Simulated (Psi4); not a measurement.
# A workflow on BHSClF (SMILES FB(S)Cl)

Aim: a structure relaxation (B3LYP/def2-SVP), then vibrational wavenumbers, then the excited states (TD-B3LYP/def2-SVP) of BHSClF. 

Program for the calculation: Psi4 1.11.

## 1. The system as given

The species is BHSClF (5 atoms), meant as a singlet with charge 0. SMILES: `FB(S)Cl`. All atoms were displaced at random from a relaxed shape. The run starts from this shape.

Bond lengths: F1–B2 1.327 Å, B2–S3 1.700 Å, B2–Cl4 1.787 Å, S3–H5 1.244 Å. Angles: F1–B2–S3 124.9°, F1–B2–Cl4 114.9°, S3–B2–Cl4 120.1°, B2–S3–H5 95.0°.

## 2. A structure relaxation at B3LYP/def2-SVP (density fitting) (run 1)

File job.dat:

```
memory 1600 mb

molecule {
  F
  B 1 1.327319
  S 2 1.700031 1 124.94058
  Cl 2 1.787023 1 114.85447 3 176.40329
  H 3 1.243814 2 95.01668 1 -6.86284
  symmetry c1
}

set globals {
  basis        def2-SVP
  geom_maxiter 60
}

result, w = optimize('b3lyp', return_wfn=True)
print_variables()
```

Launch:

```console
$ psi4 job.dat job.out -n 1
```

job.out:

```text
[...]
  Running in c1 symmetry.
[...]
  Nuclear repulsion =  186.864660197195604
[...]
  Multiplicity = 1
[...]
  Nalpha       = 24
  Nbeta        = 24
[...]
    Number of basis functions: 69
[...]
   @DF-RKS iter   1:  -983.39774797537154   -4.24188e-02   6.07196e-03 ADIIS/DIIS
[...]
   @DF-RKS iter   8:  -983.48609621963578    9.09495e-13   1.31495e-09 DIIS
[...]
  @DF-RKS Final Energy:  -983.48609621963578
   => Energetics <=
    Nuclear Repulsion Energy =            183.3180223863133733
    One-Electron Energy =               -1723.0992915156364234
    Two-Electron Energy =                 611.8261824631439367
    DFT Exchange-Correlation Energy =     -55.5310095534567552
    Empirical Dispersion Energy =           0.0000000000000000
    VV10 Nonlocal Energy =                  0.0000000000000000
    Total Energy =                       -983.4860962196357832
[...]
  -Total Gradient:
     Atom            X                  Y                   Z
    ------   -----------------  -----------------  -----------------
       1       -0.000010254659    -0.000007178770     0.000119664851
       2        0.000015887646     0.000035414179    -0.000226285423
       3       -0.000012603737     0.000082948966     0.000144674611
       4       -0.000000805539     0.000012297291     0.000043057571
       5        0.000007678868    -0.000094259863    -0.000089945784
[...]
```

The script printed:

```text
Optimizer: Optimization complete!
```

Wall time 32 s (1 thread of Intel Xeon Platinum 8259CL at 2.50GHz (Skylake/Cascade Lake), shared host); peak memory 0.43 GiB.

The path in brief:

| step | energy from the first frame kept (eV) | largest force (eV/Å) |
| --- | --- | --- |
| 0 | 0.0000 | 4.2873 |
| 1 | -0.3225 | 1.1292 |
| 2 | -0.2633 | 1.2126 |
| 3 | -0.3486 | 0.1789 |
| 4 | -0.3496 | 0.0490 |
| 5 | -0.3496 | 0.0118 |

After the run. Bond lengths: F1–B2 1.323 Å, B2–S3 1.805 Å, B2–Cl4 1.762 Å, S3–H5 1.355 Å. Angles: F1–B2–S3 121.5°, F1–B2–Cl4 118.8°, S3–B2–Cl4 119.6°, B2–S3–H5 95.4°.

## 3. The harmonic vibrations at B3LYP/def2-SVP (density fitting) (run 2)

File bclfhs.in:

```
memory 1600 mb

molecule {
  0 1
  F     -0.591549    -1.232994     0.635714
  B     -0.415920    -0.166645    -0.126792
  S      1.146143     0.737005    -0.141080
  Cl    -1.744486     0.375902    -1.148295
  H      1.762848    -0.061284     0.763005
  units angstrom
}

set globals {
  basis                      def2-SVP
  reference                  rks
  t                          298.15
  rotational_symmetry_number 1
}

e, wfn = freq("b3lyp", return_wfn=True)
```

Launch:

```console
$ psi4 -i bclfhs.in -o bclfhs.out -n 1
```

bclfhs.out:

```text
[...]
  Running in c1 symmetry.
[...]
  Nuclear repulsion =  183.317998936975584
[...]
  Multiplicity = 1
[...]
  Nalpha       = 24
  Nbeta        = 24
[...]
    Number of basis functions: 69
[...]
   @DF-RKS iter   1:  -983.41486642892050   -1.72637e-01   5.94590e-03 DIIS/ADIIS
[...]
   @DF-RKS iter  11:  -983.48609517313093   -2.84217e-12   3.71855e-09 DIIS
[...]
  @DF-RKS Final Energy:  -983.48609517313093
   => Energetics <=
    Nuclear Repulsion Energy =            183.3288380619692930
    One-Electron Energy =               -1723.1204019192664418
    Two-Electron Energy =                 611.8369002289695118
    DFT Exchange-Correlation Energy =     -55.5314315448032758
    Empirical Dispersion Energy =           0.0000000000000000
    VV10 Nonlocal Energy =                  0.0000000000000000
    Total Energy =                       -983.4860951731309342
[...]
  -Total Gradient:
     Atom            X                  Y                   Z
    ------   -----------------  -----------------  -----------------
       1        0.000007731502     0.000109538774    -0.000055215340
       2       -0.000058459216    -0.000195600104     0.000103780853
       3        0.000319703157    -0.000381059541     0.000484911641
       4        0.000009867815     0.000024786362    -0.000026209163
       5       -0.000307430525     0.000432643223    -0.000512083782
[...]
  ==> Harmonic Vibrational Analysis <==
[...]
  Freq [cm^-1]                 235.9087            354.5026            380.0720
[...]
  IR activ [km/mol]             0.6468              5.8823             17.8532
[...]
  Freq [cm^-1]                 501.4950            540.6751            819.0786
[...]
  IR activ [km/mol]            15.2468              4.9008             40.2119
[...]
  Freq [cm^-1]                 997.3399           1323.6176           2667.4710
[...]
```

The script printed:

```text
Warning: used thermodynamics relations inappropriate for low-frequency modes: ['235.9087' '354.5026' '380.0720' '501.4950' '540.6751']
```

Wall time 2.2 min (1 thread of Intel Xeon Platinum 8259CL at 2.50GHz (Skylake/Cascade Lake), shared host); peak memory 0.43 GiB.

## 4. The excited states at TD-B3LYP/def2-SVP (density fitting, save jk yes) (run 3)

File input.in:

```
memory 1600 mb

molecule molecule1 {
  0 1
  F     -0.591549    -1.232994     0.635714
  B     -0.415920    -0.166645    -0.126792
  S      1.146143     0.737005    -0.141080
  Cl    -1.744486     0.375902    -1.148295
  H      1.762848    -0.061284     0.763005
  symmetry c1
}

set {
  basis def2-SVP
  reference rks
  save_jk true
}

from psi4.driver.procrouting.response.scf_response import tdscf_excitations
e, wfn = energy("b3lyp", return_wfn=True)
states = tdscf_excitations(wfn, states=6, tda=False)
print_variables()
```

Launch:

```console
$ psi4 input.in input.out -n 1
```

input.out:

```text
[...]
  Running in c1 symmetry.
[...]
  Nuclear repulsion =  183.317998936975584
[...]
  Multiplicity = 1
[...]
  Nalpha       = 24
  Nbeta        = 24
[...]
    Number of basis functions: 69
[...]
   @DF-RKS iter   1:  -983.41486642887935   -1.72637e-01   5.94590e-03 ADIIS/DIIS
[...]
   @DF-RKS iter   8:  -983.48609621767480   -2.28699e-08   6.52066e-07 DIIS
[...]
  @DF-RKS Final Energy:  -983.48609621767480
   => Energetics <=
    Nuclear Repulsion Energy =            183.3179989369755845
    One-Electron Energy =               -1723.0992822188923128
    Two-Electron Energy =                 611.8261930057047948
    DFT Exchange-Correlation Energy =     -55.5310059414627588
    Empirical Dispersion Energy =           0.0000000000000000
    VV10 Nonlocal Energy =                  0.0000000000000000
    Total Energy =                       -983.4860962176747989
[...]
 Multipole Moments:
 ------------------------------------------------------------------------------------
     Multipole            Electronic (a.u.)      Nuclear  (a.u.)        Total (a.u.)
 ------------------------------------------------------------------------------------
 L = 1.  Multiply by 2.5417464519 to convert [e a0] to [Debye]
 Dipole X            :         -3.0937078            3.5098612            0.4161535
 Dipole Y            :         -1.2037157            1.1548476           -0.0488681
 Dipole Z            :         -0.4329931            0.6571626            0.2241695
 Magnitude           :                                                    0.4752092
[...]
                                    Excitation Energy         Total Energy        Oscillator Strength             Rotatory Strength
[...]
Excited State    1 (1 A):   0.25304 au   180.06 nm f = 0.0017
[...]
Excited State    3 (1 A):   0.26267 au   173.46 nm f = 0.0008
[...]
```

It took 23 s on 1 thread of Intel Xeon Platinum 8259CL at 2.50GHz (Skylake/Cascade Lake), shared host; peak memory 0.4 GiB.

The roots found:

| excited state | energy (eV) | strength | label |
| --- | --- | --- | --- |
| 1 | 6.886 | 0.0017 | A 1 |
| 2 | 6.898 | 0.1738 | A 1 |
| 3 | 7.148 | 0.0008 | A 1 |
| 4 | 7.816 | 0.0048 | A 1 |
| 5 | 8.274 | 0.0250 | A 1 |
| 6 | 8.580 | 0.0153 | A 1 |

## 5. Summary of results

| quantity | value |
| --- | --- |
| run 1, B3LYP/def2-SVP: total energy at the end | -983.48610 Eh |
| run 1, B3LYP/def2-SVP: dipole moment | 1.21 D |
| run 1, B3LYP/def2-SVP: HOMO energy | -7.90 eV |
| run 1, B3LYP/def2-SVP: LUMO energy | -0.50 eV |
| run 1, B3LYP/def2-SVP: HOMO–LUMO gap | 7.40 eV |
| run 2, B3LYP/def2-SVP: lowest harmonic wavenumber | 236 cm⁻¹ |
| run 2, B3LYP/def2-SVP: highest harmonic wavenumber | 2667 cm⁻¹ |
| run 2, B3LYP/def2-SVP: zero-point energy | 46.8 kJ/mol |
| run 2, B3LYP/def2-SVP: ideal-gas entropy at 298.15 K (symmetry number 1 as used) | 71.6 cal/(mol K) |
| run 3, TD-B3LYP/def2-SVP: ground-state or mean-field energy | -983.48610 Eh |
| run 3, TD-B3LYP/def2-SVP: dipole moment (B3LYP Kohn–Sham density) | 1.21 D |
| run 3, TD-B3LYP/def2-SVP: HOMO energy (B3LYP Kohn–Sham orbitals) | -7.90 eV |
| run 3, TD-B3LYP/def2-SVP: LUMO energy (B3LYP Kohn–Sham orbitals) | -0.50 eV |
| run 3, TD-B3LYP/def2-SVP: HOMO–LUMO gap (B3LYP Kohn–Sham orbitals) | 7.40 eV |
| run 3, TD-B3LYP/def2-SVP: lowest excitation energy | 6.89 eV |

**Reading.** The optimisation (run 1, B3LYP/def2-SVP) took 6 steps and changed the energy by -0.350 eV. All 9 modes (run 2, B3LYP/def2-SVP) are real, so the shape is a minimum at this level. The brightest of the 6 transitions from the ground state lies at 6.90 eV (180 nm, f = 0.174); the lowest, at 6.89 eV, has f = 0.002. The basis has no diffuse functions, so Rydberg states are missing or pushed up, and the true lowest state may lie lower. Roots above 7.9 eV lie over the negative of the HOMO energy, where those of Rydberg kind are poorly described; valence roots are less touched.
